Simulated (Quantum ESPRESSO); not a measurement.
Wanted: the native input for a Quantum ESPRESSO 7.5 run.

```
Task                : single point
Functional          : PBEsol
Potentials or basis : GBRV 1.5 PBEsol
Cutoff              : 612 eV
Density cutoff      : 4898 eV
k mesh              : 9 × 9 × 9
Occupations         : fermi-dirac, width 0.05 eV
Spin                : no spin polarisation
Mixing beta         : 0.5
Most SCF iterations : 120
SCF threshold       : 6e-10 Ry
```

HfO2:

```
Hf O
1.0
     0.00000    2.55750    2.55750
     2.55750    0.00000    2.55750
     2.55750    2.55750    0.00000
Hf O
1 2
Direct
  0.00000 0.00000 0.00000
  0.75000 0.75000 0.75000
  0.25000 0.25000 0.25000
```

Measurements of this composition are mostly on another form, of space group No. 14.

One way to write it, as run:

pw.in

```
&CONTROL
  calculation = 'scf'
  prefix = 'pwscf'
  outdir = './tmp'
  pseudo_dir = './pseudo'
  tprnfor = .true.
  tstress = .true.
  disk_io = 'low'
/
&SYSTEM
  ibrav = 0
  nat = 3
  ntyp = 2
  ecutwfc = 45
  ecutrho = 360
  nbnd = 19
  occupations = 'smearing'
  smearing = 'fd'
  degauss = 0.00367493
/
&ELECTRONS
  conv_thr = 6d-10
  electron_maxstep = 120
  mixing_beta = 0.5
/
ATOMIC_SPECIES
Hf   178.4900 hf_pbesol_v1.uspp.F.UPF
O     15.9990 o_pbesol_v1.2.uspp.F.UPF
CELL_PARAMETERS angstrom
   0.0000000000    2.5575000000    2.5575000000
   2.5575000000    0.0000000000    2.5575000000
   2.5575000000    2.5575000000    0.0000000000
ATOMIC_POSITIONS crystal
Hf     0.0000000000    0.0000000000    0.0000000000
O      0.7500000000    0.7500000000    0.7500000000
O      0.2500000000    0.2500000000    0.2500000000
K_POINTS automatic
9 9 9 0 0 0
```

pp_density.in

```
&INPUTPP
  prefix = 'pwscf'
  outdir = './tmp'
  filplot = 'density.dat'
  plot_num = 0
/
&PLOT
  nfile = 1
  filepp(1) = 'density.dat'
  iflag = 3
  output_format = 6
  fileout = 'density.cube'
/
```

pp_potential.in

```
&INPUTPP
  prefix = 'pwscf'
  outdir = './tmp'
  filplot = 'potential.dat'
  plot_num = 11
/
&PLOT
  nfile = 1
  filepp(1) = 'potential.dat'
  iflag = 3
  output_format = 6
  fileout = 'potential.cube'
/
```

Potentials or basis: GBRV 1.5 PBEsol.

The run is started by

```sh
$ OMP_NUM_THREADS=1 mpirun -n 2 pw.x -nk 2 -in pw.in > pw.out
$ OMP_NUM_THREADS=1 mpirun -n 1 pp.x -in pp_density.in > pp_density.out
$ OMP_NUM_THREADS=1 mpirun -n 1 pp.x -in pp_potential.in > pp_potential.out
```

It gave:

| Quantity | Value |
| --- | --- |
| Pressure | -12.3 GPa |
| Band gap on the k mesh | 3.75 eV, indirect (least direct gap 3.87 eV) |

Caveat: spin-orbit coupling is left out, which moves the levels of the heavy elements; an odd mesh through Γ misses points on the zone boundary, where band edges often lie.

It took 19 s on 2 MPI ranks on Intel(R) Xeon(R) Platinum 8259CL CPU @ 2.50GHz (Skylake/Cascade Lake), with other jobs on the host, peak memory 0.34 GiB a rank.
